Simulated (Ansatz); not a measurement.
# C₃H₉AlClN: up Jacob's ladder to CCSD(T)

Aim: compute C₃H₉AlClN with functionals from several rungs and with coupled cluster. The yardstick is the atomisation energy at the CCSD(T) limit.

The runs use Ansatz 0.2.0, Gaussian basis; functionals in def2-TZVPP, the program's frozen cores in correlated methods.

The runs, in order: PBE-D4, r2SCAN-D4, PBE0-D4, B3LYP-D4, ωB97X-V, ωB97M-V, B2PLYP; CCSD(T)/def2-TZVPP; MP2/def2-QZVPP; extrapolation to the limit.

## 1. The geometry

An earlier PBE0-D4 in a triple-zeta def2 set relaxation fixed the geometry.

15 atoms, charge 0, spin multiplicity 1.

Atoms are counted from 1 here; the program's logs count them from 0.

Bond lengths: C1–C2 1.522 Å, C1–H7 1.095 Å, C1–H8 1.093 Å, C1–H9 1.092 Å, C2–C3 1.522 Å, C2–N4 1.454 Å, C2–H10 1.098 Å, C3–H11 1.092 Å, C3–H12 1.095 Å, C3–H13 1.093 Å, N4–Al5 1.757 Å, N4–H14 1.011 Å, Al5–Cl6 2.100 Å, Al5–H15 1.572 Å. Angles: C2–C1–H7 110.3°, C2–C1–H8 111.3°, C2–C1–H9 110.8°, H7–C1–H8 107.8°, H7–C1–H9 107.9°, H8–C1–H9 108.6°, C1–C2–C3 111.1°, C1–C2–N4 111.3°, C1–C2–H10 107.9°, C3–C2–N4 111.3°, C3–C2–H10 107.9°, N4–C2–H10 107.0°, C2–C3–H11 110.8°, C2–C3–H12 110.3°, C2–C3–H13 111.3°, H11–C3–H12 107.9°, H11–C3–H13 108.6°, H12–C3–H13 107.8° and more.

As a file:

```xyz
15
charge 0, multiplicity 1
C     0.1688    1.3845   -1.0017
C    -0.1748    0.4071    0.1136
C    -1.6813    0.2364    0.2491
N     0.4875   -0.8726   -0.0819
Al    1.6686   -1.6417    0.9674
Cl    2.4273   -3.5080    0.3743
H    -0.1834    1.0013   -1.9650
H    -0.3025    2.3567   -0.8366
H     1.2485    1.5291   -1.0719
H     0.2043    0.8231    1.0560
H    -1.9227   -0.4387    1.0724
H    -2.1001   -0.1882   -0.6690
H    -2.1748    1.1949    0.4291
H     0.1908   -1.3222   -0.9379
H     2.1437   -0.9616    2.3022
```

## 2. PBE-D4 (GGA)

The input, in.yaml:

```yaml
crystal:
  periodic: [false, false, false]
  atoms:
    - {symbol: C, position_ang: [0.168791, 1.384474, -1.001726]}
    - {symbol: C, position_ang: [-0.174769, 0.407105, 0.113559]}
    - {symbol: C, position_ang: [-1.681313, 0.236408, 0.249146]}
    - {symbol: N, position_ang: [0.487484, -0.872596, -0.081942]}
    - {symbol: Al, position_ang: [1.668635, -1.641741, 0.967389]}
    - {symbol: Cl, position_ang: [2.427307, -3.508048, 0.374285]}
    - {symbol: H, position_ang: [-0.183415, 1.001323, -1.964954]}
    - {symbol: H, position_ang: [-0.302505, 2.356726, -0.836630]}
    - {symbol: H, position_ang: [1.248521, 1.529121, -1.071873]}
    - {symbol: H, position_ang: [0.204318, 0.823072, 1.056026]}
    - {symbol: H, position_ang: [-1.922700, -0.438662, 1.072361]}
    - {symbol: H, position_ang: [-2.100057, -0.188217, -0.668994]}
    - {symbol: H, position_ang: [-2.174806, 1.194919, 0.429121]}
    - {symbol: H, position_ang: [0.190832, -1.322232, -0.937930]}
    - {symbol: H, position_ang: [2.143677, -0.961643, 2.302162]}
basis:
  gaussian: {orbitals: def2-TZVPP}
hamiltonian: {xc: pbe, dispersion: d4}
output: {forces: true, orbitals: {seedname: orbitals}}
```

Started as:

```bash
ansatz run in.yaml --threads 2 --pin off --events-out ev --progress --plain --max-ram 32768MiB --backend cuda --devices 0, --max-vram 18GiB
```

After this run come: r2SCAN-D4 (meta-GGA); PBE0-D4 (hybrid); B3LYP-D4 (hybrid); ωB97X-V (range-separated); ωB97M-V (range-separated); B2PLYP (double hybrid); CCSD(T) in def2-TZVPP; MP2 in def2-QZVPP.

**Question.** What will the summary of the whole plan be? Wanted: atomisation energy, CCSD(T)/CBS; farthest; mean size of error, hybrid; mean size of error, range-separated; gap, smallest and largest; T1 diagnostic; triples share of the correlation energy.

The runs gave:

| quantity | value |
| --- | --- |
| atomisation energy, CCSD(T)/CBS | 5583.4 kJ/mol |
| functionals within 27.9 kJ/mol (0.5 %) | r2SCAN-D4, PBE0-D4, B3LYP-D4, ωB97X-V, ωB97M-V |
| farthest | PBE-D4 (+74.9 kJ/mol) |
| mean size of error, hybrid | 7.4 kJ/mol |
| mean size of error, range-separated | 14.8 kJ/mol |
| gap, smallest and largest | 4.56 eV (PBE-D4), 10.89 eV (ωB97X-V) |
| T1 diagnostic | 0.0101 |
| triples share of the correlation energy | 3.8 % |

What this shows: PBE-D4 is off by +74.9 kJ/mol. Double hybrids carry the basis error of their MP2 part in triple zeta, and no dispersion term here, so their miss is partly the set-up's. Misses under about 27.9 kJ/mol are within the doubt on the reference itself, which lacks core-valence correlation, relativity and higher excitations. Hartree-Fock recovers 74 % of the binding; the rest is correlation. Orbital gaps span 4.6 to 10.9 eV; exact exchange widens them.
